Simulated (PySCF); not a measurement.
# C4H12Ge: the cost of one run

Computed with PySCF 2.14.0 and routines of our own; the level stands in each step. Atoms count from 0.

## Step 1: The starting structure

17 atoms, charge 0, multiplicity 1; geometry from: GFN2-xTB.

## Step 2: Relaxing the molecule at PBE0-D3(BJ)/def2-SVP

The job: settings as JSON, then the geometry in Å.

```
{"job": {"xc": "PBE0", "basis": "def2-SVP", "d3": "d3bj", "grid": 1, "maxiter": 30, "shake": 0.01, "kind": "geom"}, "charge": 0, "multiplicity": 1}
C     -0.452140    -1.024890    -1.649870
Ge    -0.007090    -0.005420    -0.003600
C     -0.041760     1.947900    -0.386990
C     -1.288380    -0.409650     1.422270
C      1.810780    -0.544380     0.593210
H     -1.466150    -0.716160    -2.006190
H     -0.456890    -2.072180    -1.473520
H      0.252060    -0.781780    -2.453690
H      0.238190     2.522320     0.529650
H     -1.008870     2.268760    -0.695290
H      0.682060     2.196960    -1.150050
H     -2.317510    -0.124910     1.126360
H     -1.356200    -1.463940     1.641910
H     -1.098830     0.129560     2.344810
H      1.846220    -1.612310     0.818650
H      2.554440    -0.306890    -0.152120
H      2.093560     0.008850     1.504630
```

The run is started by

```sh
$ OMP_NUM_THREADS=1 python heavy_run.py task.json out
```

The driver reads the jobs from task.json and runs them one after another.

Q: Estimate the wall time and peak memory of this first job on 1 thread of Arm Neoverse V2, shared host.

About 100 s, with a peak of 0.61 GiB.
